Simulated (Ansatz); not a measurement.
This script makes a convergence test of the k-point mesh of RbMnF3, space group Pm-3m with the Ansatz DFT code, driven from Python.

`kconv_rbmnf3.py`
```python
"""Convergence of RbMnF3 with the k-point mesh."""

import csv
import warnings

import ansatz as az

FUNCTIONAL = "pbesol"
OCCUPATIONS = "fermi_dirac"
SMEARING_WIDTH = 0.1

warnings.simplefilter("ignore", az.DeckWarning)

lattice = az.Lattice.of(
    (4.232472, 0.0, 0.0),
    (0.0, 4.232472, 0.0),
    (0.0, 0.0, 4.232472),
)
sites = [
    ("Rb", (0.0, 0.0, 0.0)),
    ("Mn", (0.5, 0.5, 0.5)),
    ("F", (0.5, 0.0, 0.5)),
    ("F", (0.5, 0.5, 0.0)),
    ("F", (0.0, 0.5, 0.5)),
]
system = az.Crystal(lattice=lattice)
for symbol, position in sites:
    system = system.atom(symbol, position)
system = system.moments(Mn=5.2)

model = system.calculation()
model = model.spin(az.SpinTreatment.COLLINEAR)
model = model.hubbard("Mn", "d", u_eff=4.5)
model = model.functional(FUNCTIONAL).occupations(OCCUPATIONS, width=SMEARING_WIDTH)

rows = []
for value in [1.0, 0.6, 0.4, 0.3]:
    rep = model.kpoints(spacing=value).run(threads=1, backend="cpu").report
    rows.append((value, rep["free_energy_ev"] / len(rep["lattice"]["sites"]), rep["n_iterations"], rep["magnetization_mub"], rep["n_kpoints"]))

with open("kconv.csv", "w", newline="") as handle:
    writer = csv.writer(handle)
    writer.writerow(["spacing (1/A)", "F/atom (eV)", "iterations", "moment (muB)", "k-points"])
    writer.writerows([round(v, 5) if isinstance(v, float) else v for v in row] for row in rows)

# the last row is the reference
for row in rows[:-1]:
    shift = 1000 * (row[1] - rows[-1][1])
    print(f"{row[0]}: {shift:+.2f} meV/atom" + ("  (within 2 meV)" if abs(shift) < 2 else ""))
```

How fast does the energy converge with the mesh (threshold 2 meV an atom)?

From a spacing of 0.6 (3×3×3) on it stays within 2 meV an atom of the value at a spacing of 0.3 (5×5×5); the first row (a spacing of 1.0 (2×2×2)) is off by 6.2 meV and the last but one by 0.13 meV.

The output:

```console
$ python kconv_rbmnf3.py
1.0: +6.18 meV/atom
0.6: +0.16 meV/atom  (within 2 meV)
0.4: +0.13 meV/atom  (within 2 meV)
```

File `kconv.csv` afterwards:
```csv
spacing (1/A),F/atom (eV),iterations,moment (muB),k-points
1.0,-1898.12308,12,5.0,4
0.6,-1898.1291,11,5.0,4
0.4,-1898.12913,11,5.0,10
0.3,-1898.12926,11,5.0,10
```

Caveats:
- Other magnetic orders than the one started from may lie lower.
- With one magnetic atom the cell can hold only ferromagnetic order.
- The structure comes from a database of computed cells and needn't be a stable or known phase.
- Shifts are counted from the finest mesh, which is itself no proven limit.
- Timing: 6.7 s on 1 thread of Intel(R) Xeon(R) 6975P-C (Granite Rapids) (shared host), peak memory 0.46 GiB.
